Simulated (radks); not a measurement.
**Fractional charge and spin in the 5p shell of praseodymium**

Aim: the energy as the spin-up occupation of 5p runs from 2 to 3 and the spin-down one from 2 to 3, against the two flat planes that join the four corners. Added charge counts from the emptiest corner (up 2, down 2).

The numbers are computed with radks (a radial shooting solver on a logarithmic mesh, Libxc functionals) version 1 (scalar-relativistic Kohn-Sham, BLYP, spin-polarised, spherical densities, finite nucleus), except any that are marked as measured or tabulated.

**1. What is computed**

| Item | Value |
| --- | --- |
| element | praseodymium (Z = 59) |
| configuration | [Kr] 4d10 4f(up 1.5, down 1.5) 5s2 6s(up 0.5, down 0.5) 5p(up 3, down 3) |
| nuclear rms radius | 4.8919 fm |

A shell typed twice in an input gives spin up, then spin down.

**2. 5p: up 3, down 3**

The run's settings:

```text
Z 59
configuration [Kr] 4d10 4f1.5 4f1.5 5s2 6s0.5 6s0.5 5p3 5p3
relativity scalar-relativistic
functional b88,lyp
spin polarised
nucleus finite rms 4.8919 fm
c 137.035999084
```

**3. 5p: up 3, down 2.5**

The run's settings:

```text
Z 59
configuration [Kr] 4d10 4f1.5 4f1.5 5s2 6s0.5 6s0.5 5p3 5p2.5
relativity scalar-relativistic
functional b88,lyp
spin polarised
nucleus finite rms 4.8919 fm
c 137.035999084
```

**4. 5p: up 3, down 2**

The run's settings:

```text
Z 59
configuration [Kr] 4d10 4f1.5 4f1.5 5s2 6s0.5 6s0.5 5p3 5p2
relativity scalar-relativistic
functional b88,lyp
spin polarised
nucleus finite rms 4.8919 fm
c 137.035999084
```

**5. 5p: up 2.5, down 2.5**

The run's settings:

```text
Z 59
configuration [Kr] 4d10 4f1.5 4f1.5 5s2 6s0.5 6s0.5 5p2.5 5p2.5
relativity scalar-relativistic
functional b88,lyp
spin polarised
nucleus finite rms 4.8919 fm
c 137.035999084
```

**6. 5p: up 2.5, down 2**

The run's settings:

```text
Z 59
configuration [Kr] 4d10 4f1.5 4f1.5 5s2 6s0.5 6s0.5 5p2.5 5p2
relativity scalar-relativistic
functional b88,lyp
spin polarised
nucleus finite rms 4.8919 fm
c 137.035999084
```

**7. 5p: up 2, down 2**

The run's settings:

```text
Z 59
configuration [Kr] 4d10 4f1.5 4f1.5 5s2 6s0.5 6s0.5 5p2 5p2
relativity scalar-relativistic
functional b88,lyp
spin polarised
nucleus finite rms 4.8919 fm
c 137.035999084
```

**Question.** What will these runs give? Wanted: for each run, down \ up; 2; 2.5; 3.

**Answer**, as computed:

```
down \ up       2     2.5       3
        2   0.000  -1.421   0.000
      2.5  -1.421   0.194  -1.304
        3   0.000  -1.304   0.000
```

What this shows: The table gives the energy in eV minus the planes, whose edge runs along up + down = one added electron; mirror points follow by spin symmetry. With half an added electron in each spin it lies 0.19 eV above the planes. With half an electron added in spin up alone it lies 1.42 eV below them. The planes are only a guide here: the condition holds for ground states with one frontier orbital, and this shell is degenerate.
